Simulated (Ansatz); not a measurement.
# HfHCl₃ + HCl: a complex and its separated parts

Aim: how far the complex at one end of a reaction step lies below its separated, relaxed parts, level by level.

Method: PBE0-D4/def2-TZVP structures, single points in def2-TZVPP, no counterpoise correction; program: Ansatz 0.2.0, Gaussian basis.

Levels: SPW92, PBE-D4, BLYP-D4, r2SCAN-D4, B97M-V, PBE0-D4, B3LYP-D4, r2SCAN0-D4, BHLYP-D4, CAM-B3LYP-D4, wB97X-V, wB97M-V, B2PLYP, PBE-QIDH, RPA on PBE, Hartree-Fock, MP2, CCSD, CCSD(T).

Cores are frozen in the correlated methods. Core potentials replace the inner electrons past krypton, and spin-orbit coupling is left out. B3LYP uses VWN-RPA correlation. B2PLYP carries no dispersion term here.

88 further runs of the same task are left out: 88 set aside as unsound or not needed.

**1. Where the work starts**

The complex: 7 atoms, charge 0, spin multiplicity 1.

Atoms are counted from 1 here; the program's logs count them from 0.

Bond lengths: Hf1–Cl3 2.335 Å, Hf1–Cl4 2.315 Å, Hf1–Cl5 2.335 Å, Hf1–H7 1.840 Å, Cl2–H6 1.284 Å. Angles: Cl3–Hf1–Cl4 105.6°, Cl3–Hf1–Cl5 117.9°, Cl3–Hf1–H7 114.0°, Cl4–Hf1–Cl5 105.7°, Cl4–Hf1–H7 96.9°, Cl5–Hf1–H7 113.6°.

Coordinates:

```mol
Cl4H2Hf
  3D, bonds by distance, orders not assigned

  7  5  0  0  0  0  0  0  0  0999 V2000
   -0.4642   -0.4710    0.3692 Hf  0  0
    0.9195    1.2753   -1.6537 Cl  0  0
   -0.0587   -2.0869   -1.2672 Cl  0  0
   -1.0644   -1.6459    2.2712 Cl  0  0
   -2.1944    1.0516   -0.0030 Cl  0  0
    1.8018    1.5781   -0.7717 H   0  0
    1.0603    0.2988    1.0552 H   0  0
  1  3  8  0
  1  4  8  0
  1  5  8  0
  1  7  8  0
  2  6  8  0
M  END
```

Its parts: HfHCl₃ holds atoms 1, 3, 4, 5, 7; HCl holds atoms 2, 6. Each part counts its atoms afresh in its own runs.

**2. Relaxing HfHCl₃ alone**

The input, relax-a/in.yaml:

```yaml
crystal:
  periodic: [false, false, false]
  atoms:
    - {symbol: Hf, position_ang: [-0.464166, -0.471040, 0.369214]}
    - {symbol: Cl, position_ang: [-0.058669, -2.086911, -1.267208]}
    - {symbol: Cl, position_ang: [-1.064359, -1.645912, 2.271162]}
    - {symbol: Cl, position_ang: [-2.194397, 1.051551, -0.003031]}
    - {symbol: H, position_ang: [1.060304, 0.298811, 1.055190]}
basis:
  gaussian: {orbitals: def2-TZVP}
hamiltonian: {xc: pbe0, dispersion: d4}
relax: {f_tol: 0.005, max_steps: 200}
```

Started as:

```sh
ansatz run in.yaml --threads 8 --pin off --events-out ev --progress --plain --max-ram 19148MiB
```

Further steps of the session: Relaxing HCl alone; SPW92/def2-TZVPP; PBE-D4/def2-TZVPP; BLYP-D4/def2-TZVPP; r2SCAN-D4/def2-TZVPP; B97M-V/def2-TZVPP; PBE0-D4/def2-TZVPP; B3LYP-D4/def2-TZVPP; r2SCAN0-D4/def2-TZVPP; BHLYP-D4/def2-TZVPP; CAM-B3LYP-D4/def2-TZVPP; wB97X-V/def2-TZVPP; wB97M-V/def2-TZVPP; B2PLYP/def2-TZVPP; PBE-QIDH/def2-TZVPP; RPA on PBE/def2-TZVPP; CCSD(T)/def2-TZVPP; Vibrations of HfHCl₃; Vibrations of HCl.

Q: Predict the outcome of this session. Wanted: complex less parts, CCSD(T)/def2-TZVPP; with zero-point energy; largest T1 diagnostic.

The runs gave:

| quantity | value |
| --- | --- |
| complex less parts, CCSD(T)/def2-TZVPP | -18.9 kJ/mol |
| with zero-point energy | -15.1 kJ/mol |
| largest T1 diagnostic | 0.014 |

**Reading.** At CCSD(T) the complex lies 18.9 kJ/mol below its parts. The functionals run from BHLYP-D4, off by +0.2 kJ/mol, to SPW92, off by -20.3 kJ/mol, against CCSD(T). By rung, the mean size of the error is: LDA 20.3, GGA 2.8, meta-GGA 2.7, hybrid 1.6, range-separated hybrid 2.0, double hybrid 4.0 kJ/mol. PBE-D4 gives a relative energy 2.8 kJ/mol too low, inside chemical accuracy (1 kcal/mol, 4.2 kJ/mol). The complex's frequency run has imaginary modes: the structure is no minimum, so both the energy and the zero-point correction are in doubt. No counterpoise was applied, and triple zeta lacks some correlation, so the CCSD(T) reference has a basis error of its own, and close matches with it are partly luck.
